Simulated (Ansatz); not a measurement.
# CH3ClSeSi: one species, many methods

An exercise on one series of results from a longer session: the logs are not shown, and one member is left open.

Program: Ansatz 0.2.0, Gaussian basis. Level of theory: functionals in def2-TZVPP, the program's frozen cores in correlated methods. These are calculated values, not measurements.

Plan: LDA (SPW92), PBE-D4, revPBE-D4, BLYP-D4, r2SCAN-D4, B97M-V, PBE0-D4, B3LYP-D4, r2SCANh-D4, r2SCAN0-D4, HSE06-D4, BHLYP-D4, CAM-B3LYP-D4, LC-ωPBE, ωB97X-V, ωB97M-V, B2PLYP, PBE-QIDH; CCSD(T)/def2-SVP; CCSD(T)/def2-TZVPP; MP2/def2-QZVPP; extrapolation to the limit; RPA on PBE.

## The relaxed structure

All runs share one geometry, relaxed beforehand with PBE0-D4 in a triple-zeta def2 set.

SMILES `Cl[SiH]1C[Se]1`, 7 atoms, charge 0, spin multiplicity 1.

Atoms are counted from 1 here; the program's logs count them from 0.

Bond lengths: Cl1–Si2 2.038 Å, Si2–C3 1.828 Å, Si2–Se4 2.207 Å, Si2–H5 1.473 Å, C3–Se4 2.037 Å, C3–H6 1.085 Å, C3–H7 1.085 Å. Angles: Cl1–Si2–C3 118.6°, Cl1–Si2–Se4 120.8°, Cl1–Si2–H5 108.9°, C3–Si2–Se4 59.8°, C3–Si2–H5 121.3°, Se4–Si2–H5 120.3°, Si2–C3–Se4 69.4°, Si2–C3–H6 119.4°, Si2–C3–H7 121.1°, Se4–C3–H6 111.5°, Se4–C3–H7 112.1°, H6–C3–H7 114.0°, Si2–Se4–C3 50.8°.

Set-up of the first run:

in.yaml reads:

```yaml
crystal:
  periodic: [false, false, false]
  atoms:
    - {symbol: Cl, position_ang: [0.881601, -1.759814, -1.603583]}
    - {symbol: Si, position_ang: [0.014023, -0.863915, 0.008006]}
    - {symbol: C, position_ang: [-0.193047, 0.951976, -0.006421]}
    - {symbol: Se, position_ang: [1.201109, 0.400007, 1.372614]}
    - {symbol: H, position_ang: [-1.035577, -1.750183, 0.539659]}
    - {symbol: H, position_ang: [0.250239, 1.532771, -0.808551]}
    - {symbol: H, position_ang: [-1.057148, 1.421056, 0.452575]}
basis:
  gaussian: {orbitals: def2-TZVPP}
hamiltonian: {xc: lda}
output: {orbitals: {seedname: orbitals}}
```

Launch:

```
> ansatz run in.yaml --threads 2 --pin off --events-out ev --progress --plain --max-ram 4352MiB
```

Steps of the session up to this table: LDA; PBE-D4 (GGA); revPBE-D4 (GGA); BLYP-D4 (GGA); r2SCAN-D4 (meta-GGA); B97M-V (meta-GGA); B3LYP-D4 (hybrid); r2SCANh-D4 (hybrid); r2SCAN0-D4 (hybrid); HSE06-D4 (hybrid); BHLYP-D4 (hybrid); CAM-B3LYP-D4 (range-separated); LC-ωPBE (range-separated); ωB97X-V (range-separated); ωB97M-V (range-separated); B2PLYP (double hybrid); PBE-QIDH (double hybrid).

One of the session's tables, all rows but one given; the rest of the session is left out.

It belongs to the step «Frontier levels by functional». 

| functional | HOMO (eV) | gap (eV) |
| --- | --- | --- |
| LDA (SPW92) | -5.94 | 4.12 |
| PBE-D4 | -5.80 | 4.19 |
| revPBE-D4 | ? | ? |
| BLYP-D4 | -5.61 | 4.11 |
| r2SCAN-D4 | -6.05 | 4.66 |
| B97M-V | -6.12 | 4.76 |
| PBE0-D4 | -6.93 | 6.21 |
| B3LYP-D4 | -6.67 | 5.73 |
| r2SCANh-D4 | -6.47 | 5.40 |
| r2SCAN0-D4 | -7.09 | 6.50 |
| HSE06-D4 | -6.54 | 5.43 |
| BHLYP-D4 | -7.88 | 8.14 |
| CAM-B3LYP-D4 | -8.18 | 8.54 |
| LC-ωPBE | -9.56 | 11.05 |
| ωB97X-V | -9.21 | 10.61 |
| ωB97M-V | -9.06 | 10.29 |

**Question.** Estimate the row for revPBE-D4.

As computed: HOMO (eV): -5.75; gap (eV): 4.22. In the column «HOMO (eV)» it lies between PBE-D4 (-5.80) and BLYP-D4 (-5.61).
